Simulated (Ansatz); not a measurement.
**GeNH (singlet): wave-function methods side by side at scale of all distances = 1.000, cc-pVDZ**

The task here is to estimate one member of a computed series from the others.

Method: cc-pVDZ, core rule «outside noble gas», up to 15 orbitals frozen; program: Ansatz 0.2.0, Gaussian basis.

Plan: UHF; CCSD(T) on RHF; CCSD(T) on UHF; BCCD(T) on RHF; CISD; CCSDT(Q) on RHF; CCSDT(Q) on UHF; CCSDTQ on RHF; CASSCF and MRCISD+Q, 2 electrons in 2 orbitals; CASSCF and NEVPT2, 2 electrons in 2 orbitals; CASSCF and MRCISD+Q, 10 electrons in 9 orbitals; CASSCF and NEVPT2, 10 electrons in 9 orbitals.

3 further runs of the same task are left out: 1 for a known fault of the program, 2 that didn't finish.

### What is computed

The geometry derives from a PBE0/def2-TZVP stationary point (not a proven minimum). All distances are scaled together. No spin-orbit coupling is included. The filled d shell of Ge may be among the frozen orbitals whatever the setting's name suggests; the logs give the count.

3 atoms, charge 0, spin multiplicity 1.

Atoms are counted from 1 here; the program's logs count them from 0.

Bond lengths: Ge1–N2 1.644 Å, N2–H3 1.003 Å. Angles: Ge1–N2–H3 180.0°.

The first run:

in.yaml

```yaml
crystal:
  periodic: [false, false, false]
  atoms:
    - {symbol: Ge, position_ang: [0.000000, 0.000000, 1.430501]}
    - {symbol: N, position_ang: [0.000000, 0.000000, -0.213910]}
    - {symbol: H, position_ang: [0.000000, 0.000000, -1.216591]}
basis:
  gaussian: {orbitals: cc-pVDZ}
magnetization: {spin_polarized: true, initial_magnetization: 0}
hamiltonian: {xc: hf}
output: {orbitals: {seedname: orbitals}}
```

On the command line:

```sh
$ ansatz run in.yaml --threads 1 --pin off --events-out ev --progress --plain --max-ram 8192MiB --backend cpu
```

Steps of the session up to this table: UHF; CCSD(T) on RHF; CCSD(T) on UHF; BCCD(T) on RHF; CISD; CCSDT(Q) on RHF; CCSDT(Q) on UHF; CCSDTQ on RHF; CASSCF and MRCISD+Q, 2 electrons in 2 orbitals; CASSCF and NEVPT2, 2 electrons in 2 orbitals; CASSCF and MRCISD+Q, 10 electrons in 9 orbitals; CASSCF and NEVPT2, 10 electrons in 9 orbitals.

One of the session's tables, all rows but one given; the rest of the session is left out.

It belongs to the step «Misses and costs». 

| method | from RCCSDTQ (meV) |
| --- | --- |
| RHF | +7705.8 |
| UHF | +7700.8 |
| RMP2 | +646.3 |
| RCCSD | +412.9 |
| RCCSD(T) | +52.0 |
| BCCD(T) | +52.7 |
| RCCSDT | ? |
| RCCSDT(Q) | -10.1 |
| RCCSDTQ | 0 |
| CASSCF pair | +7036.6 |
| NEVPT2 pair | +735.9 |
| MRCISD pair | +863.8 |
| MRCISD+Q pair | +186.3 |
| CASSCF valence | +3828.0 |
| NEVPT2 valence | +997.0 |
| MRCISD valence | +278.7 |
| MRCISD+Q valence | +74.5 |

Estimate the missing values for RCCSDT.

**Answer.** from RCCSDTQ (meV): +37.9. In the column «from RCCSDTQ (meV)» it lies between RCCSDTQ (0) and RCCSD(T) (+52.0).
